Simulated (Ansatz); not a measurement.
# CH4BFSi: two geometries relaxed

Program: Ansatz 0.2.0. Level of theory: RKS BLYP/6-31G*. These are calculated values, not measurements.

## 1. Starting point

Bond lengths: B1–Si2 1.905 Å, Si2–C3 1.765 Å, Si2–F4 1.635 Å, B1–H5 1.172 Å, B1–H6 1.171 Å, C3–H7 1.077 Å, C3–H8 1.076 Å. Angles: B1–Si2–C3 135.6°, B1–Si2–F4 112.7°, C3–Si2–F4 111.7°, Si2–B1–H5 122.9°, Si2–B1–H6 119.8°, H5–B1–H6 117.4°, Si2–C3–H7 123.1°, Si2–C3–H8 122.1°, H7–C3–H8 114.7°.

Structure file:

```xyz
8

B    -0.8257    1.4183   -0.5645
Si   -0.0533   -0.3039   -0.3071
C     0.9095   -1.0792    0.9523
F    -0.3491   -1.3208   -1.5532
H    -1.4438    1.7022   -1.5193
H    -0.6905    2.2439    0.2541
H     1.2512   -2.0986    0.8885
H     1.2017   -0.5620    1.8493
```

## 2. Relaxing end A

input.yaml reads:

```yaml
crystal:
  periodic: [false, false, false]
  atoms:
    - { symbol: B, position_ang: [-0.82572, 1.4183, -0.56455] }
    - { symbol: Si, position_ang: [-0.05328, -0.30385, -0.3071] }
    - { symbol: C, position_ang: [0.90951, -1.07919, 0.95234] }
    - { symbol: F, position_ang: [-0.34911, -1.3208, -1.55323] }
    - { symbol: H, position_ang: [-1.4438, 1.70216, -1.51933] }
    - { symbol: H, position_ang: [-0.69048, 2.24394, 0.2541] }
    - { symbol: H, position_ang: [1.25118, -2.09857, 0.8885] }
    - { symbol: H, position_ang: [1.20169, -0.56199, 1.84927] }
basis:
  gaussian: { orbitals: "6-31G*" }
hamiltonian:
  xc: blyp
relax:
  f_tol: 0.02
  max_steps: 50
```

Run with:

```console
$ ansatz run input.yaml --threads 1 --pin off --max-ram 2048MiB --backend cpu --events-out ev --progress --plain --runs-dir out
```

What time and memory should one allow on 1 thread of AMD EPYC 7R13 (Zen 3), shared host?

About 14 s, with a peak of 0.17 GiB.
